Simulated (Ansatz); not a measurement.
# AlH6NOSi: up Jacob's ladder to CCSD(T)

The task here is to estimate one member of a computed series from the others.

Computed with Ansatz 0.2.0, Gaussian basis. Level: functionals in def2-TZVPP, the program's frozen cores in correlated methods.

Plan: LDA (SPW92), PBE-D4, revPBE-D4, BLYP-D4, r2SCAN-D4, B97M-V, PBE0-D4, B3LYP-D4, r2SCANh-D4, r2SCAN0-D4, HSE06-D4, BHLYP-D4, CAM-B3LYP-D4, LC-ωPBE, ωB97X-V, ωB97M-V, B2PLYP, PBE-QIDH; CCSD(T)/def2-SVP; CCSD(T)/def2-TZVPP; MP2/def2-QZVPP; extrapolation to the limit; RPA on PBE.

**Structure used throughout**

An earlier PBE0-D4 in a triple-zeta def2 set relaxation fixed the geometry.

10 atoms, charge 0, spin multiplicity 1.

Atoms are counted from 1 here; the program's logs count them from 0.

Bond lengths: N1–Al2 1.771 Å, N1–H5 1.008 Å, N1–H6 1.008 Å, Al2–Si3 2.466 Å, Al2–H7 1.589 Å, Si3–O4 1.666 Å, Si3–H8 1.498 Å, Si3–H9 1.490 Å, O4–H10 0.958 Å. Angles: Al2–N1–H5 125.3°, Al2–N1–H6 124.5°, H5–N1–H6 110.1°, N1–Al2–Si3 115.9°, N1–Al2–H7 117.2°, Si3–Al2–H7 126.9°, Al2–Si3–O4 112.2°, Al2–Si3–H8 111.5°, Al2–Si3–H9 112.0°, O4–Si3–H8 110.3°, O4–Si3–H9 104.5°, H8–Si3–H9 106.0°, Si3–O4–H10 116.4°.

Geometry (Å):

```xyz
10
AlH6NOSi
N    -0.4435    1.9498   -0.4859
Al    0.1614    0.9325    0.8310
Si    0.4981   -1.4484    0.2848
O    -0.1178   -1.8432   -1.2124
H    -0.6388    2.9360   -0.4170
H    -0.5883    1.6326   -1.4312
H     0.4076    1.6329    2.2358
H    -0.0819   -2.3413    1.3382
H     1.9428   -1.8011    0.1976
H    -1.0565   -1.7010   -1.3379
```

The first run:

File in.yaml:

```yaml
crystal:
  periodic: [false, false, false]
  atoms:
    - {symbol: N, position_ang: [-0.443456, 1.949835, -0.485909]}
    - {symbol: Al, position_ang: [0.161371, 0.932523, 0.830955]}
    - {symbol: Si, position_ang: [0.498125, -1.448376, 0.284802]}
    - {symbol: O, position_ang: [-0.117796, -1.843158, -1.212395]}
    - {symbol: H, position_ang: [-0.638774, 2.936041, -0.417004]}
    - {symbol: H, position_ang: [-0.588290, 1.632558, -1.431226]}
    - {symbol: H, position_ang: [0.407641, 1.632878, 2.235767]}
    - {symbol: H, position_ang: [-0.081863, -2.341329, 1.338209]}
    - {symbol: H, position_ang: [1.942764, -1.801075, 0.197565]}
    - {symbol: H, position_ang: [-1.056522, -1.700997, -1.337862]}
basis:
  gaussian: {orbitals: def2-TZVPP}
hamiltonian: {xc: lda}
output: {orbitals: {seedname: orbitals}}
```

Steps of the session up to this table: LDA; PBE-D4 (GGA); revPBE-D4 (GGA); BLYP-D4 (GGA); r2SCAN-D4 (meta-GGA); B97M-V (meta-GGA); PBE0-D4 (hybrid); B3LYP-D4 (hybrid); r2SCANh-D4 (hybrid); r2SCAN0-D4 (hybrid); HSE06-D4 (hybrid); BHLYP-D4 (hybrid); CAM-B3LYP-D4 (range-separated); LC-ωPBE (range-separated); ωB97X-V (range-separated); ωB97M-V (range-separated); B2PLYP (double hybrid); PBE-QIDH (double hybrid).

One table of the session follows, with a row left open; its other results are not shown here.

It belongs to the step «Frontier levels by functional». 

| functional | HOMO (eV) | gap (eV) |
| --- | --- | --- |
| LDA (SPW92) | -5.97 | 3.85 |
| PBE-D4 | ? | ? |
| revPBE-D4 | -5.86 | 4.02 |
| BLYP-D4 | -5.79 | 4.00 |
| r2SCAN-D4 | -6.15 | 4.45 |
| B97M-V | -6.23 | 4.34 |
| PBE0-D4 | -7.07 | 5.87 |
| B3LYP-D4 | -6.88 | 5.52 |
| r2SCANh-D4 | -6.58 | 5.14 |
| r2SCAN0-D4 | -7.23 | 6.16 |
| HSE06-D4 | -6.67 | 5.11 |
| BHLYP-D4 | -8.15 | 7.75 |
| CAM-B3LYP-D4 | -8.37 | 8.14 |
| LC-ωPBE | -9.65 | 10.46 |
| ωB97X-V | -9.34 | 10.05 |
| ωB97M-V | -9.10 | 9.56 |

Q: Estimate the row for PBE-D4 from the others.

As computed: HOMO (eV): -5.90; gap (eV): 3.97. In the column «HOMO (eV)» it lies between LDA (SPW92) (-5.97) and revPBE-D4 (-5.86).
